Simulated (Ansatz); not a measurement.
# CH5BClN (SMILES CNBCl) at r2SCAN0/def2-SVP

Aim: the vertical ionisation energy of CH5BClN at r2SCAN0/def2-SVP, from 2 runs. 

The calculation is run with Ansatz 0.2.0.

128 further runs of the same task are left out: 128 set aside as unsound or not needed.

## (1) The molecule

CH5BClN has 9 atoms, charge 0, and is taken as a singlet. SMILES: `CNBCl`. Geometry: relaxed at PBE0-D4/def2-TZVP. This is one conformer, not always the lowest.

Bond lengths: C1–N2 1.445 Å, N2–B3 1.381 Å, B3–Cl4 1.771 Å, C1–H5 1.094 Å, C1–H6 1.094 Å, C1–H7 1.090 Å, N2–H8 1.009 Å, B3–H9 1.192 Å. Some angles: C1–N2–B3 126.0°, N2–B3–Cl4 119.6°, C1–N2–H8 115.0°, B3–N2–H8 119.0°, N2–C1–H5 111.4°, N2–C1–H6 111.4°, N2–C1–H7 109.2°, N2–B3–H9 121.5°, Cl4–B3–H9 118.9°, H5–C1–H6 108.3°.

## (2) A single-point energy at r2SCAN0/def2-SVP

File molecule.yaml:

```yaml
basis:
  gaussian:
    orbitals: def2-SVP
crystal:
  periodic: [false, false, false]
  atoms:
    - {symbol: C, position_ang: [0.510100, 0.482100, -0.973400]}
    - {symbol: "N", position_ang: [-0.407900, -0.226000, -0.111700]}
    - {symbol: B, position_ang: [-0.261100, -0.415200, 1.248200]}
    - {symbol: Cl, position_ang: [-1.495300, -1.314500, 2.144800]}
    - {symbol: H, position_ang: [0.907000, -0.170400, -1.756500]}
    - {symbol: H, position_ang: [0.027900, 1.338900, -1.452800]}
    - {symbol: H, position_ang: [1.346700, 0.849900, -0.380000]}
    - {symbol: H, position_ang: [-1.220500, -0.605500, -0.573900]}
    - {symbol: H, position_ang: [0.681600, 0.014200, 1.838200]}
magnetization:
  spin_polarized: false
  initial_magnetization: 0
hamiltonian:
  xc: {name: r2SCAN0}
accuracy: high
output: {orbitals: {seedname: orbitals}}
```

Started as:

```console
ansatz run molecule.yaml --threads 1 --pin off --max-ram 3480MiB --events-out events.jsonl --progress --plain --runs-dir runs
```

The log of the run:

```text
Warning: RAYON_NUM_THREADS=1 ignored (pool sized by the plan → 1); use --threads N
Functional definition: r2SCAN0
  name "r2SCAN0"
  parameter a = 0.25
  parameter k0 = 0.174
  parameter k1 = 0.065
  parameter a1 = 4.9479
  exchange = (1 - a)*r2scan_x(k0 = k0, k1 = k1, a1 = a1) + a*exact_x
  correlation = r2scan_c
2017 factors; integrals over basis functions are off by at most 8.2e-9 eV
mean field evaluation 1: about -15795.9441 eV, gradient 4.3e1 eV
mean field evaluation 2: about -15793.1711 eV, gradient 5.5e1 eV
mean field evaluation 4: about -15800.0058 eV, gradient 1.6e0 eV
mean field evaluation 8: about -15800.2268 eV, gradient 2.5e-1 eV
mean field evaluation 16: about -15800.2270 eV, gradient 1.2e-5 eV
mean field -15800.22701447 eV, -580.6476330033 hartree, gradient 4.7e-8 eV, S^2 0.000000; 0 other end points of the search recorded, 0 dependent functions left out
reference -15800.22701501 eV, -580.6476330232 hartree; 20, 20 occupied and 65, 65 virtual orbitals, 2017 factors
Total energy: -15800.22701501 eV, -580.6476330232 hartree
```

Run time: 13 s. Hardware: 1 thread of Arm Neoverse V2, shared host; peak memory 0.33 GiB.

## (3) The doublet cation, same level

File input.yaml:

```yaml
crystal:
  periodic: [false, false, false]
  atoms:
    - symbol: C
      position_ang: [0.510100, 0.482100, -0.973400]
    - symbol: N
      position_ang: [-0.407900, -0.226000, -0.111700]
    - symbol: B
      position_ang: [-0.261100, -0.415200, 1.248200]
    - symbol: Cl
      position_ang: [-1.495300, -1.314500, 2.144800]
    - symbol: H
      position_ang: [0.907000, -0.170400, -1.756500]
    - symbol: H
      position_ang: [0.027900, 1.338900, -1.452800]
    - symbol: H
      position_ang: [1.346700, 0.849900, -0.380000]
    - symbol: H
      position_ang: [-1.220500, -0.605500, -0.573900]
    - symbol: H
      position_ang: [0.681600, 0.014200, 1.838200]
basis:
  gaussian: {orbitals: def2-SVP}
total_charge: 1
magnetization: {spin_polarized: true, initial_magnetization: 1}
hamiltonian: {xc: {name: r2SCAN0}}
accuracy: high
output: {orbitals: {seedname: orbitals}}
```

Started as:

```console
ansatz run input.yaml --threads 1 --pin off --max-ram 3480MiB --events-out events.jsonl --progress --plain --runs-dir runs
```

The log of the run:

```text
Warning: RAYON_NUM_THREADS=1 ignored (pool sized by the plan → 1); use --threads N
[... 8 set-up lines as earlier in the session ...]
2017 factors; integrals over basis functions are off by at most 8.2e-9 eV
mean field evaluation 1: about -15777.6586 eV, gradient 4.9e1 eV
mean field evaluation 2: about -15756.3103 eV, gradient 7.9e1 eV
mean field evaluation 4: about -15787.3107 eV, gradient 2.0e1 eV
mean field evaluation 8: about -15790.0704 eV, gradient 4.0e-1 eV
mean field evaluation 16: about -15790.2917 eV, gradient 4.7e-3 eV
mean field evaluation 32: about -15790.2917 eV, gradient 1.3e-6 eV
mean field -15790.29173443 eV, -580.2825181962 hartree, gradient 4.1e-8 eV, S^2 0.767038; 2 other end points of the search recorded, 0 dependent functions left out
reference -15790.29173581 eV, -580.2825182467 hartree; 20, 19 occupied and 65, 66 virtual orbitals, 2017 factors
Total energy: -15790.29173581 eV, -580.2825182467 hartree
```

It took 30 s on 1 thread of Arm Neoverse V2, shared host; peak memory 0.53 GiB.

## (4) Results

At r2SCAN0/def2-SVP:

| quantity | value |
| --- | --- |
| singlet CH5BClN: total energy | -580.64763 Eh |
| singlet CH5BClN: HOMO energy | -7.89 eV |
| singlet CH5BClN: LUMO energy | 0.80 eV |
| singlet CH5BClN: HOMO–LUMO gap | 8.69 eV |
| doublet cation: total energy | -580.28252 Eh |
| doublet cation: HOMO energy (highest over α and β) | -14.70 eV |
| doublet cation: LUMO energy (lowest over α and β) | -11.92 eV |
| doublet cation: ⟨S²⟩ | 0.767 |
| vertical ionisation energy (to the doublet cation) | 9.935 eV |

**Reading.** Removing an electron at fixed nuclei costs 9.94 eV (959 kJ/mol). The negative HOMO energy of the first species, 7.89 eV, lies 2.04 eV below that difference.
